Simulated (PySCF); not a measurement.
# C7H12O (3-ethylcyclopentanone): the cost of one run

Computed with PySCF 2.14.0, with density-fitted response routines of our own, on a single molecule, in the gas phase or a continuum. Atoms are numbered from 0 throughout.

## 1. The starting structure

20 atoms, charge 0, multiplicity 1; geometry from: GFN2-xTB. The atoms were then displaced at random by about 0.01 Å, so the start is not that level's minimum.

Bonds of the start (Å): C0–C1 1.55, C1–C2 1.54, C2–C3 1.50, C3–C4 1.56, C4–C5 1.52, C5–O6 1.19, C5–C7 1.53, C7–C2 1.52, C0–H8 1.05, C0–H9 1.10, C0–H10 1.07, C1–H11 1.09, C1–H12 1.11, C2–H13 1.09, C3–H14 1.08, C3–H15 1.10, C4–H16 1.09, C4–H17 1.08, C7–H18 1.10, C7–H19 1.09.

## 2. Optimising the geometry at PBE0-D3(BJ)/def2-SVP

Job settings and geometry (Å):

```
{"job": {"xc": "PBE0", "basis": "def2-SVP", "d3": "d3bj", "grid": 1, "shake": 0.01, "kind": "geom"}, "charge": 0, "multiplicity": 1}
C      2.539920    -0.235710     0.635090
C      1.523180     0.413830    -0.344740
C      0.137860    -0.253620    -0.298080
C     -0.804580     0.336080    -1.304220
C     -2.205620    -0.108110    -0.788230
C     -2.046390    -0.167830     0.724330
O     -2.923400    -0.285070     1.526260
C     -0.551180    -0.077080     1.042510
H      2.616030    -1.271070     0.458150
H      2.187750    -0.076480     1.668030
H      3.490530     0.245660     0.532040
H      1.925650     0.335630    -1.352760
H      1.393450     1.492470    -0.126790
H      0.264640    -1.317680    -0.486490
H     -0.650620    -0.023980    -2.314540
H     -0.766590     1.437320    -1.286560
H     -3.018240     0.573600    -1.057950
H     -2.467200    -1.099450    -1.120960
H     -0.289850    -0.821970     1.806460
H     -0.406330     0.918850     1.467620
```

Command:

```sh
$ OMP_NUM_THREADS=1 python probes_run.py task.json out
```

The driver reads the jobs from task.json and runs them one after another.

**Question.** How long does this first job take on 1 thread of Arm Neoverse N1, shared host, and how much memory does it need?

About 2.8 min, with a peak of 0.7 GiB.
